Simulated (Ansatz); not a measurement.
**GeN+ (singlet): wave-function methods side by side, cc-pVDZ**

An exercise on one series of results from a longer session: the logs are not shown, and one member is left open.

Method: cc-pVDZ, core rule «outside noble gas», up to 15 orbitals frozen; program: Ansatz 0.2.0, Gaussian basis.

To be run: UHF; CCSD(T) on RHF; CCSD(T) on UHF; BCCD(T) on RHF; CISD; CCSDT(Q) on RHF; CCSDT(Q) on UHF; CISDTQ; CCSDTQ on RHF; CCSDTQ on UHF; CASSCF and MRCISD+Q, 8 electrons in 8 orbitals; CASSCF and NEVPT2, 8 electrons in 8 orbitals; Full CI.

4 further runs of the same task are left out: 4 set aside as unsound or not needed.

### The geometry

The geometry is a PBE0/def2-TZVP stationary point (not a proven minimum) of the parent state, kept for this charge and spin. No spin-orbit coupling is included. The filled d shell of Ge may be among the frozen orbitals whatever the setting's name suggests; the logs give the count.

2 atoms, charge 1, spin multiplicity 1.

Atoms are counted from 1 here; the program's logs count them from 0.

Bond lengths: Ge1–N2 1.901 Å.

The first run:

Contents of in.yaml:

```yaml
crystal:
  periodic: [false, false, false]
  atoms:
    - {symbol: Ge, position_ang: [0.000000, 0.000000, 0.000000]}
    - {symbol: N, position_ang: [0.000000, 0.000000, 1.901100]}
basis:
  gaussian: {orbitals: cc-pVDZ}
total_charge: 1
magnetization: {spin_polarized: true, initial_magnetization: 0}
hamiltonian: {xc: hf}
output: {orbitals: {seedname: orbitals}}
```

Launch:

```bash
$ ansatz run in.yaml --threads 1 --pin off --events-out ev --progress --plain --max-ram 4096MiB --backend cpu
```

Steps of the session up to this table: UHF; CCSD(T) on RHF; CCSD(T) on UHF; BCCD(T) on RHF; CISD; CCSDT(Q) on RHF; CCSDT(Q) on UHF; CISDTQ; CCSDTQ on RHF; CCSDTQ on UHF; CASSCF and MRCISD+Q, 8 electrons in 8 orbitals; CASSCF and NEVPT2, 8 electrons in 8 orbitals; Full CI.

One of the session's tables, all rows but one given; the rest of the session is left out.

It belongs to the step «Misses and costs». 

```
   method  from FCI (kcal/mol)
      RHF              +141.24
     RMP2               +35.84
    RCCSD               +11.70
 RCCSD(T)                +5.97
  BCCD(T)                +6.04
   RCCSDT                +2.00
RCCSDT(Q)                    ?
  RCCSDTQ                +0.09
      FCI                    0
```

Q: Estimate the row for RCCSDT(Q) from the others.

As computed: from FCI (kcal/mol): -0.20. In the column «from FCI (kcal/mol)» it is the lowest.

Not comparable, so not listed: CISD; CISDTQ (they don't share determinant, frozen orbitals or solution with the rows shown, or repeat one).

To keep in mind: The report flags that the cluster equations may have other roots. Left out of the table: CASSCF valence, NEVPT2 valence, MRCISD valence, MRCISD+Q valence (the active space lost an orbital or holds another state than full CI finds). Left out of the table: UHF, UMP2, UCCSD, UCCSD(T), UCCSDT, UCCSDT(Q), UCCSDTQ (another determinant or state than the rows shown). The program flags RCCSDT(Q), RCCSDTQ as in doubt, so those rows may rest on another solution; read them beside their warnings. RCCSDT(Q) falls below full CI, which methods that aren't variational can do.
